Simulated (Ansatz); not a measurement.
Consider cell relaxations under several functionals of Li3Eu, space group Fm-3m (the Python package of Ansatz (0.2.0)).

`lattice_li3eu.py`:
```python
# -*- coding: utf-8 -*-
"""How the lattice of Li3Eu depends on the functional."""

import ansatz
import numpy as np

def edges_and_angles(cell):
    cell = np.asarray(cell)
    a, b, c = np.linalg.norm(cell, axis=1)
    cosines = cell[1] @ cell[2] / (b * c), cell[0] @ cell[2] / (a * c), cell[0] @ cell[1] / (a * b)
    return (a, b, c, *np.degrees(np.arccos(cosines)))


def main():
    system = (
        ansatz.Lattice.of([0.0, 3.870791, 3.870791], [3.870791, 0.0, 3.870791], [3.870791, 3.870791, 0.0])
        .atom("Li", [0.25, 0.25, 0.25])
        .atom("Li", [0.75, 0.75, 0.75])
        .atom("Li", [0.5, 0.5, 0.5])
        .atom("Eu", [0.0, 0.0, 0.0])
        .moments(Eu=7)
    )

    job = (
        system.calculation()
        .kpoints(6, 6, 6, center="gamma")
        .occupations("gaussian", width=0.1)
        .spin("collinear")
        .relax(cell=True, max_steps=40)
    )

    levels = [("pbesol", "d3bj"), ("pbesol", "none"), ("blyp", "d3bj")]
    print("level            a       b       c    alpha   beta  gamma  V/atom  steps")
    for name, dispersion in levels:
        seen = []
        run = job.functional(name, dispersion=dispersion).session().plan()
        res = run.execute(on_event=lambda e: seen.append(e) if e["event"] == "relax_step" else None)
        cell = res.lattice.cell_ang
        label = name if dispersion == "none" else f"{name}+{dispersion}"
        print("{:13s} {:7.4f} {:7.4f} {:7.4f} {:6.2f} {:6.2f} {:6.2f}".format(label, *edges_and_angles(cell)), f"{abs(np.linalg.det(cell)) / len(res.lattice.sites):7.3f} {len(seen):5d}")


if __name__ == "__main__":
    main()
```

Rank the levels of theory by the volume of the relaxed cell.

From smallest to largest: BLYP+D3BJ (23.31 Å³ an atom, -19.6 % against the start), PBEsol+D3BJ (24.71 Å³ an atom, -14.8 % against the start) and PBEsol (26.98 Å³ an atom, -6.9 % against the start). The spread is 15.7 % in volume.

The output:

```console
$ python lattice_li3eu.py
level            a       b       c    alpha   beta  gamma  V/atom  steps
DeckWarning: basis.ecutwfc = 420 eV, auto-derived from the records' recommended cutoffs: set by Li (normal level)
pbesol+d3bj    5.1898  5.1898  5.1898  60.00  60.00  60.00  24.711     5
pbesol         5.3443  5.3443  5.3443  60.00  60.00  60.00  26.983     4
blyp+d3bj      5.0900  5.0900  5.0900  60.00  60.00  60.00  23.312     7
```
(Warnings from the package without file and line.)

What to keep in mind:
- Open f shells: without a Hubbard U, without spin-orbit coupling; the state reached hangs on the start and needn't be the lowest.
- Forces vanish by symmetry, so the ions can't move, and the end may be a saddle.
- BLYP and dispersion corrections can be off by several per cent in the lattices of metals, and by several GPa in the pressure at a fixed cell.
- The mesh is modest for a metal, so energies can be off by several to tens of meV an atom and pressures by half a GPa or more; differences at equal mesh fare better.
- Edges and angles are those of the cell as typed, here a primitive one, not of the conventional cell.
- The structure comes from a database of computed cells and needn't be a stable or known phase.
- Wall time of the script: 81 s on 1 thread of Arm Neoverse V2, with other jobs on the host, peak memory 0.5 GiB.
